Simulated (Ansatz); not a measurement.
Born–Oppenheimer molecular dynamics of a periodic cell of 16 atoms, WC (start crystal WC, start structure P-6m2, volume 1.15 times the crystal's). It goes on from the last frame of an earlier run, with new velocities.

Computed with DFT PBEsol, scalar-relativistic, plane waves, PAW (Ansatz). Settings: PAW set soft_1, cutoff 420 eV, k mesh 2x2x2, fermi-dirac smearing 0.24 eV, no spin polarisation.

| Item | Value |
| --- | --- |
| ensemble | NPT, Langevin |
| time step | 1 fs |
| steps asked | 190 |
| set temperature | 1960 K |
| friction | 0.02 /fs |
| pressure | 1 GPa |
| seed | 319250 |

Frames 2 fs apart, positions in Å.

Velocities at 150 fs (Å/ps):

```
W -2.20 -1.21 3.82
C 9.14 -0.47 1.72
W 1.97 2.85 0.70
C 2.33 -8.46 -7.01
W 1.49 0.95 0.07
C 15.37 -9.03 6.36
W 3.68 -0.49 6.87
C -7.59 -1.74 10.50
W -0.47 1.63 4.82
C 15.56 -16.16 9.97
W 1.66 -0.05 1.79
C -17.51 -2.58 10.37
W -4.75 2.74 -4.64
C -4.39 -17.02 -9.86
W -1.23 -0.36 -5.22
C 20.68 0.74 25.58
```

```xyz
16
Lattice="-2.9349 -5.0834 0.0000 4.4023 -2.5417 0.0000 0.0000 0.0000 5.7295" Properties=species:S:1:pos:R:3 time_fs=150 energy_less_start_eV=-5.463 T=1947
W 0.283 -5.129 -0.338
C 1.696 -4.349 1.302
W 0.135 -5.041 2.540
C 1.534 -4.435 4.005
W -1.328 -2.857 -0.040
C 0.206 -1.913 1.024
W -1.311 -2.639 2.692
C -0.010 -1.908 3.988
W 1.612 -2.604 -0.264
C 3.206 -1.729 1.193
W 1.471 -2.505 2.538
C 3.110 -1.632 4.185
W 0.194 -0.113 -0.216
C -1.449 -4.534 1.253
W 0.055 -0.199 2.594
C -1.197 -4.306 3.913
16
Lattice="-2.9332 -5.0804 0.0000 4.3997 -2.5402 0.0000 0.0000 0.0000 5.7261" Properties=species:S:1:pos:R:3 time_fs=152 energy_less_start_eV=-5.313 T=2067
W 0.279 -5.129 -0.331
C 1.706 -4.345 1.304
W 0.140 -5.033 2.538
C 1.542 -4.444 3.992
W -1.324 -2.856 -0.042
C 0.234 -1.931 1.036
W -1.302 -2.638 2.704
C -0.014 -1.909 4.012
W 1.609 -2.600 -0.254
C 3.231 -1.763 1.217
W 1.474 -2.504 2.542
C 3.073 -1.640 4.203
W 0.184 -0.108 -0.227
C -1.453 -4.567 1.225
W 0.052 -0.198 2.582
C -1.166 -4.308 3.971
16
Lattice="-2.9322 -5.0786 0.0000 4.3982 -2.5393 0.0000 0.0000 0.0000 5.7242" Properties=species:S:1:pos:R:3 time_fs=154 energy_less_start_eV=-5.298 T=2015
W 0.275 -5.130 -0.322
C 1.710 -4.338 1.303
W 0.147 -5.027 2.536
C 1.559 -4.443 3.985
W -1.322 -2.856 -0.044
C 0.261 -1.944 1.050
W -1.295 -2.641 2.714
C -0.004 -1.906 4.053
W 1.607 -2.599 -0.245
C 3.248 -1.795 1.241
W 1.479 -2.505 2.549
C 3.033 -1.662 4.209
W 0.174 -0.103 -0.237
C -1.449 -4.593 1.201
W 0.049 -0.197 2.571
C -1.147 -4.314 4.035
16
Lattice="-2.9300 -5.0748 0.0000 4.3949 -2.5374 0.0000 0.0000 0.0000 5.7199" Properties=species:S:1:pos:R:3 time_fs=156 energy_less_start_eV=-5.403 T=2247
W 0.270 -5.128 -0.313
C 1.717 -4.324 1.295
W 0.152 -5.018 2.531
C 1.583 -4.424 3.982
W -1.320 -2.855 -0.049
C 0.273 -1.948 1.068
W -1.289 -2.644 2.723
C 0.005 -1.901 4.098
W 1.604 -2.599 -0.237
C 3.252 -1.821 1.250
W 1.485 -2.506 2.555
C 2.991 -1.696 4.208
W 0.166 -0.099 -0.250
C -1.431 -4.610 1.177
W 0.045 -0.194 2.561
C -1.138 -4.319 4.101
16
Lattice="-2.9270 -5.0697 0.0000 4.3905 -2.5348 0.0000 0.0000 0.0000 5.7140" Properties=species:S:1:pos:R:3 time_fs=158 energy_less_start_eV=-5.545 T=2490
W 0.262 -5.123 -0.302
C 1.717 -4.306 1.277
W 0.155 -5.007 2.526
C 1.612 -4.392 3.984
W -1.319 -2.852 -0.056
C 0.272 -1.942 1.097
W -1.281 -2.646 2.730
C 0.023 -1.893 4.130
W 1.601 -2.598 -0.225
C 3.247 -1.844 1.247
W 1.490 -2.507 2.560
C 2.958 -1.741 4.201
W 0.159 -0.096 -0.265
C -1.403 -4.611 1.156
W 0.043 -0.189 2.551
C -1.129 -4.321 4.169
16
Lattice="-2.9241 -5.0647 0.0000 4.3862 -2.5324 0.0000 0.0000 0.0000 5.7085" Properties=species:S:1:pos:R:3 time_fs=160 energy_less_start_eV=-5.639 T=2750
W 0.254 -5.120 -0.289
C 1.705 -4.290 1.252
W 0.156 -4.998 2.523
C 1.642 -4.352 3.994
W -1.314 -2.849 -0.062
C 0.254 -1.935 1.127
W -1.272 -2.648 2.739
C 0.035 -1.882 4.161
W 1.599 -2.600 -0.213
C 3.240 -1.861 1.237
W 1.496 -2.508 2.565
C 2.933 -1.789 4.178
W 0.153 -0.092 -0.281
C -1.366 -4.596 1.141
W 0.040 -0.185 2.542
C -1.127 -4.318 4.240
16
Lattice="-2.9208 -5.0590 0.0000 4.3812 -2.5295 0.0000 0.0000 0.0000 5.7020" Properties=species:S:1:pos:R:3 time_fs=162 energy_less_start_eV=-5.658 T=2642
W 0.245 -5.116 -0.275
C 1.688 -4.268 1.222
W 0.155 -4.987 2.519
C 1.671 -4.309 4.007
W -1.308 -2.842 -0.071
C 0.221 -1.917 1.165
W -1.261 -2.649 2.746
C 0.050 -1.867 4.190
W 1.596 -2.601 -0.204
C 3.232 -1.864 1.229
W 1.502 -2.509 2.568
C 2.913 -1.833 4.143
W 0.150 -0.089 -0.299
C -1.331 -4.571 1.121
W 0.037 -0.181 2.535
C -1.132 -4.310 4.296
16
Lattice="-2.9179 -5.0539 0.0000 4.3768 -2.5270 0.0000 0.0000 0.0000 5.6963" Properties=species:S:1:pos:R:3 time_fs=164 energy_less_start_eV=-5.643 T=2261
W 0.237 -5.111 -0.261
C 1.669 -4.247 1.191
W 0.154 -4.977 2.516
C 1.705 -4.265 4.016
W -1.304 -2.835 -0.080
C 0.186 -1.889 1.206
W -1.252 -2.651 2.752
C 0.069 -1.847 4.209
W 1.594 -2.603 -0.197
C 3.212 -1.854 1.224
W 1.506 -2.511 2.570
C 2.908 -1.871 4.098
W 0.149 -0.088 -0.316
C -1.302 -4.539 1.109
W 0.037 -0.178 2.529
C -1.140 -4.306 4.333
16
Lattice="-2.9152 -5.0492 0.0000 4.3727 -2.5246 0.0000 0.0000 0.0000 5.6910" Properties=species:S:1:pos:R:3 time_fs=166 energy_less_start_eV=-5.581 T=2354
W 0.227 -5.109 -0.250
C 1.652 -4.230 1.161
W 0.154 -4.968 2.514
C 1.737 -4.224 4.027
W -1.298 -2.827 -0.090
C 0.144 -1.858 1.236
W -1.242 -2.652 2.757
C 0.089 -1.832 4.219
W 1.593 -2.607 -0.189
C 3.185 -1.840 1.209
W 1.509 -2.514 2.573
C 2.909 -1.903 4.050
W 0.149 -0.087 -0.332
C -1.284 -4.495 1.105
W 0.037 -0.173 2.525
C -1.146 -4.307 4.357
16
Lattice="-2.9119 -5.0436 0.0000 4.3679 -2.5218 0.0000 0.0000 0.0000 5.6847" Properties=species:S:1:pos:R:3 time_fs=168 energy_less_start_eV=-5.636 T=2277
W 0.219 -5.106 -0.239
C 1.637 -4.214 1.133
W 0.152 -4.960 2.510
C 1.758 -4.189 4.044
W -1.293 -2.818 -0.102
C 0.104 -1.822 1.248
W -1.232 -2.651 2.763
C 0.110 -1.820 4.216
W 1.592 -2.613 -0.182
C 3.150 -1.823 1.187
W 1.512 -2.516 2.577
C 2.918 -1.921 3.998
W 0.148 -0.086 -0.350
C -1.279 -4.441 1.111
W 0.035 -0.168 2.522
C -1.157 -4.314 4.354
16
Lattice="-2.9089 -5.0383 0.0000 4.3633 -2.5191 0.0000 0.0000 0.0000 5.6787" Properties=species:S:1:pos:R:3 time_fs=170 energy_less_start_eV=-5.804 T=2025
W 0.212 -5.104 -0.228
C 1.628 -4.207 1.109
W 0.150 -4.956 2.505
C 1.759 -4.166 4.058
W -1.289 -2.807 -0.111
C 0.066 -1.779 1.251
W -1.224 -2.647 2.769
C 0.123 -1.810 4.206
W 1.590 -2.619 -0.174
C 3.113 -1.805 1.156
W 1.515 -2.519 2.579
C 2.934 -1.928 3.948
W 0.148 -0.087 -0.366
C -1.280 -4.385 1.128
W 0.034 -0.162 2.517
C -1.164 -4.324 4.329
16
Lattice="-2.9063 -5.0338 0.0000 4.3594 -2.5169 0.0000 0.0000 0.0000 5.6736" Properties=species:S:1:pos:R:3 time_fs=172 energy_less_start_eV=-6.056 T=2293
W 0.205 -5.104 -0.218
C 1.628 -4.215 1.097
W 0.147 -4.953 2.498
C 1.747 -4.150 4.074
W -1.288 -2.796 -0.120
C 0.030 -1.745 1.244
W -1.216 -2.643 2.773
C 0.139 -1.797 4.191
W 1.589 -2.625 -0.168
C 3.071 -1.787 1.124
W 1.520 -2.522 2.581
C 2.962 -1.923 3.905
W 0.149 -0.089 -0.380
C -1.288 -4.334 1.154
W 0.034 -0.158 2.514
C -1.176 -4.334 4.288
```

Of the whole run (190 fs, mean temperature of the second half 1936 K): The conserved energy stayed within 0.36 meV per atom of its start (net change 0.16 meV per atom), so the integration is sound. A run of 0.19 ps of so small a system gives no equilibrium averages. Limits of this set-up: coarse k mesh, PAW files made for another functional. The cell's volume went from 190 to 167 Å³.

The run took 20 min on 1 thread of Arm Neoverse V1, with other jobs on the host, peak memory 0.61 GiB.
